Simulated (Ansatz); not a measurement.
Crystal: NaLaMnMoO6.

```
CELL_PARAMETERS angstrom
-2.72294 2.72294 3.89889
2.72294 -2.72294 3.89889
2.72294 2.72294 -3.89889
ATOMIC_POSITIONS crystal
Na 0.25000 0.75000 0.50000
La 0.75000 0.25000 0.50000
Mn 0.50000 0.50000 0.00000
Mo 0.00000 0.00000 0.00000
O 0.20766 0.29607 0.50371
O 0.29605 0.79234 0.08841
O 0.79236 0.70395 0.49629
O 0.70393 0.20764 0.91159
O 0.25194 0.25194 0.00000
O 0.74806 0.74806 0.00000
```

The cell was built by a generator and needn't be a form met in nature.

```yaml
Program: Ansatz 0.2.0
Task: relaxation of cell and atoms
Functional: PBEsol
Potentials_or_basis: Ansatz PAW
Cutoff: "420 eV (not typed: the program's choice for these potentials)"
k_mesh: 5 × 5 × 5
Occupations: fermi-dirac, width 0.05 eV
Spin: collinear spin, ferromagnetic start
Starting_moments: "[0.0, 0.0, 4.0, 1.0, 0.0, 0.0, 0.0, 0.0, 0.0, 0.0] μB"
```

At the start: volume 11.56 Å³/atom.

**Question.** How do energy, volume and symmetry change on relaxing?

**Answer.** It ends after 11 steps and the volume is 11.10 Å³/atom (-4.0 %); space group I-4 (No. 82, to 0.05 Å); moment 1.55 μB per cell.

The path:
| step | energy change (eV) | largest force (eV/Å) | volume (Å³) |
| --- | --- | --- | --- |
| 1 | 0.0000 | 0.1694 | 115.63 |
| 2 | -0.0869 | 0.2986 | 112.14 |
| 3 | -0.1013 | 0.1725 | 111.48 |
| 4 | -0.1078 | 0.1244 | 110.97 |
| 5 | -0.1079 | 0.0200 | 111.23 |
| 6 | -0.1082 | 0.0052 | 111.22 |
| 7 | -0.1084 | 0.0034 | 111.19 |
| 8 | -0.0930 | 0.0033 | 111.19 |
| 9 | -0.0942 | 0.0223 | 110.94 |
| 10 | -0.0940 | 0.0021 | 111.00 |
| 11 | -0.0930 | 0.0020 | 111.00 |

Final structure:
```
CELL_PARAMETERS angstrom
-2.68978 2.68978 3.83540
2.68978 -2.68978 3.83540
2.68978 2.68978 -3.83540
ATOMIC_POSITIONS crystal
Na 0.25000 0.75000 0.50000
La 0.75000 0.25000 0.50000
Mn 0.50000 0.50000 0.00000
Mo 0.00000 0.00000 0.00000
O 0.21215 0.29584 0.50582
O 0.29367 0.78785 0.08368
O 0.79002 0.70633 0.49418
O 0.70416 0.20998 0.91632
O 0.25347 0.25347 0.00000
O 0.74653 0.74653 0.00000
```

Caveat: the plane-wave basis is chosen anew once the cell has moved, so the energies of steps on either side of that aren't comparable; the pressure holds a Pulay correction of +0.7 GPa for the finite cutoff; a cell with one magnetic atom can't hold antiferromagnetic order, which such compounds often take; the PAW data sets come from PBE, with cores solved anew for the run's functional, which leaves a small shift of forces and pressure; the starting moments weren't kept.
